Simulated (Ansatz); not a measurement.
**Mo: properties at the relaxed cell**

An exercise on one series of results from a longer session: the logs are not shown, and one member is left open.

Program: Ansatz 0.2.0. Level of theory: DFT PBE, scalar-relativistic, plane waves, PAW. These are calculated values, not measurements.

## The structure to begin with

It takes space group Im-3m (No. 229, cubic). Conventional cell: a = 3.160 Å, b = 3.160 Å, c = 3.160 Å, α = 90.00°, β = 90.00°, γ = 90.00°. Mo (site symmetry m-3m) has 8 Mo at 2.74 Å as nearest neighbours.

Structure file:

```xyz
1
Lattice="-1.5802 1.5802 1.5802 1.5802 -1.5802 1.5802 1.5802 1.5802 -1.5802" Properties=species:S:1:pos:R:3 pbc="T T T"
Mo    0.0000    0.0000    0.0000
```

It is the result of an earlier relaxation at this level (volume 15.78 Å³/atom; gap on the mesh: none (metal)).

Set-up of the first run:

Input file input.yaml:

```yaml
crystal:
  lattice:
    - [-1.573415, 1.573415, 1.573415]
    - [1.573415, -1.573415, 1.573415]
    - [1.573415, 1.573415, -1.573415]
  atoms:
    - { symbol: Mo, position: [0.0, 0.0, 0.0] }
basis:
  ecutwfc: 420
kpoints:
  mp_grid: { grid: [18, 18, 18] }
hamiltonian:
  xc: pbe
scf:
  occupations: { method: gaussian, width: 0.1 }
output:
  forces: true
  stress: true
  eigenvalues: true
  populations: true
```

Run with:

```sh
ansatz run input.yaml --threads 1 --pin off --max-ram 2560MiB --backend cpu --events-out ev --progress --plain --runs-dir out
```

Among the steps run: Back to the database's cell; Volume × 0.97; Volume × 1.03; Volume × 0.94; Volume × 1.06; Point at V/V0 = 0.91; Volume × 1.10; The cell scaled to 0.88 of its volume.

One of the session's tables, all rows but one given; the rest of the session is left out.

It belongs to the step «Energy against volume». 

| volume (Å³/atom) | energy above the lowest point (meV/atom) | pressure (GPa) |
| --- | --- | --- |
| 13.890 | 230.8 | 43.75 |
| 14.363 | 122.1 | 30.06 |
| 14.837 | ? | ? |
| 15.310 | 12.0 | 8.45 |
| 15.784 | 0.0 | 0.00 |
| 16.257 | 11.1 | -7.20 |
| 16.731 | 41.8 | -13.33 |
| 17.362 | 108.3 | -20.13 |

Estimate the missing values for volume (Å³/atom) = 14.837.

Worked estimate for «energy above the lowest point (meV/atom)». A straight line through the neighbours (14.363, 122.1) and (15.310, 12.0) gives 122.1 + (12.0 − 122.1) × (14.837 − 14.363) / (15.310 − 14.363) = 67.0; a parabola fitted to 4 rows on both sides gives 50.9.

As computed: energy above the lowest point (meV/atom): 51.1; pressure (GPa): 18.38. In «energy above the lowest point (meV/atom)» the line misses by +15.9 and the parabola by -0.2.
